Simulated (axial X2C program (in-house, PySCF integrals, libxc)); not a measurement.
# TeO⁺: EOM-EA-CCSD levels

Wanted for TeO⁺: EOM-EA-CCSD levels, at the two-component level.

Computed with an in-house X2C program for linear molecules on PySCF integrals. Level: two-component X2C with atomic mean-field terms, Te dyall-acv3z, O dyall-av3z.

All values are calculated.

## (1) Input

task.json reads:

```json
{
 "zs": [
  52,
  8
 ],
 "q": 1,
 "bas": [
  "dyall-acv3z",
  "dyall-av3z"
 ],
 "r0": 1.85,
 "eom": "ea",
 "thr": -1.0,
 "nmax": 92,
 "grid": [
  1,
  0.96,
  1.045,
  0.92,
  1.09,
  1.15
 ]
}
```

Keys: zs atomic numbers; q charge; bas basis sets; r0 starting distance in Å; eom kind of EOM run; thr threshold in hartree for freezing inner shells (an s shell follows its p shell); nmax most natural virtual spinors; grid distances as factors.

On the command line:

```
$ python soeom.py task.json out
```

Further steps of the session: EOM-EA-CCSD at 1.762 Å.

What does the calculation give? Wanted: next root led by one particle; T1 of the reference.

**Answer**, as computed:

| quantity | value |
| --- | --- |
| lowest root at 1.762 Å | Ω = 1/2, 16.674 eV |
| next root led by one particle | Ω = 3/2, about 1580 cm⁻¹ higher |
| T1 of the reference | 0.072 |

**Reading.** The added electron is bound by 16.67 eV in a spinor of 46% Te pπ, 36% O pπ, 9% Te dπ. Errors of 0.1 to 0.3 eV are usual at this size, and roots led by higher excitations are left out, so the list is incomplete, and low states of that kind can be missing. T1 or the largest double amplitude of the reference is raised, which lowers the reliability.
